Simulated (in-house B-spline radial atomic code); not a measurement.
# Ag⁺: excited configurations

Wanted: excitation energies of Ag⁺ as differences of total energies (ΔSCF).

Program: in-house B-spline radial atomic code version 1. Level of theory: scalar-relativistic (spin-free one-electron X2C) exchange-only LDA (Slater), spin-polarised, spherical fractional occupations, Fermi nucleus, basis-set limit. These are calculated values, not measurements, unless marked.

## 1. Starting point

* element: silver (Z = 47)
* charge: +1
* electrons: 46
* configuration: [Kr] 4d10
* Hamiltonian: scalar-relativistic (X2C)
* nucleus: Fermi, rms radius 4.545 fm

Outer shells as boxes (Hund's rule):

[Kr] 4d10
```
[Kr] core
4d [↑↓][↑↓][↑↓][↑↓][↑↓]
```

Where spins are not typed, each open shell is filled with up spins first.

Settings of the run:

```ini
Z = 47
electrons = 46.0
configuration = [Kr] 4d10
hamiltonian = x2c
method = lda,
spin_polarised = True
nucleus = fermi
rms_radius = 4.5454
mass_number = 107
atomic_mass = 106.905091509
speed_of_light = 137.035999084
```

From the earlier run of the reference: total energy -5305.242091 hartree. Levels, eight at most:

```tsv
orbital	occupation	energy (eV)	<r> (bohr)
3d down	5	-364.93	0.3462
3d up	5	-364.93	0.3462
4s down	1	-101.72	0.9122
4s up	1	-101.72	0.9122
4p down	3	-65.468	1.001
4p up	3	-65.468	1.001
4d down	5	-14.500	1.400
4d up	5	-14.500	1.400
```

## 2. Run with [Ar] 3d10 4s2 4p5 4d10 5s1

Settings of the run:

```ini
Z = 47
electrons = 46.0
configuration = [Ar] 3d10 4s2 4p5 4d10 5s1
hamiltonian = x2c
method = lda,
spin_polarised = True
nucleus = fermi
rms_radius = 4.5454
mass_number = 107
atomic_mass = 106.905091509
speed_of_light = 137.035999084
```

## 3. Configuration [Kr] 4d9 5p1

Settings: those of step 2 with these lines changed.

```diff
@@ -2,3 +2,3 @@
 electrons = 46.0
-configuration = [Ar] 3d10 4s2 4p5 4d10 5s1
+configuration = [Kr] 4d9 5p1
 hamiltonian = x2c
```

## 4. Configuration [Kr] 4d9 4f1

Settings: those of step 3 with these lines changed.

```diff
@@ -2,3 +2,3 @@
 electrons = 46.0
-configuration = [Kr] 4d9 5p1
+configuration = [Kr] 4d9 4f1
 hamiltonian = x2c
```

## 5. Configuration [Ar] 3d9 4s2 4p6 4d10 4f1

Settings: those of step 4 with these lines changed.

```diff
@@ -2,3 +2,3 @@
 electrons = 46.0
-configuration = [Kr] 4d9 4f1
+configuration = [Ar] 3d9 4s2 4p6 4d10 4f1
 hamiltonian = x2c
```

## 6. Run with [Kr] 4d9 5s1

Settings: those of step 5 with these lines changed.

```diff
@@ -2,3 +2,3 @@
 electrons = 46.0
-configuration = [Ar] 3d9 4s2 4p6 4d10 4f1
+configuration = [Kr] 4d9 5s1
 hamiltonian = x2c
```

Before running: How far above the reference does each configuration lie (order and size, in eV)?

**Answer**, as computed:

| net move | configuration | 2|M_S|+1 | energy above the reference (eV) | largest <r> (bohr) |
| --- | --- | --- | --- | --- |
| 4d → 5s | [Kr] 4d9 5s1 | 3 | 4.222 | 2.71 |
| 4d → 5p | [Kr] 4d9 5p1 | 3 | 9.732 | 3.44 |
| 4d → 4f | [Kr] 4d9 4f1 | 3 | 17.380 | 8.81 |
| 4p → 5s | [Ar] 3d10 4s2 4p5 4d10 5s1 | 3 | 56.172 | 2.70 |
| 3d → 4f | [Ar] 3d9 4s2 4p6 4d10 4f1 | 3 | 379.51 | 8.86 |

What this shows: At the bottom stands 4d → 5s (4.222 eV), at the top 3d → 4f (379.51 eV). 2 of them lie more than 60 % above minus the reference's highest level (14.500 eV), in the range where a state can decay by emitting an electron. The reference has 2|M_S|+1 = 1; 5 of the configurations differ from it in spin. These are spherical averages at the typed spins, not spectroscopic levels.
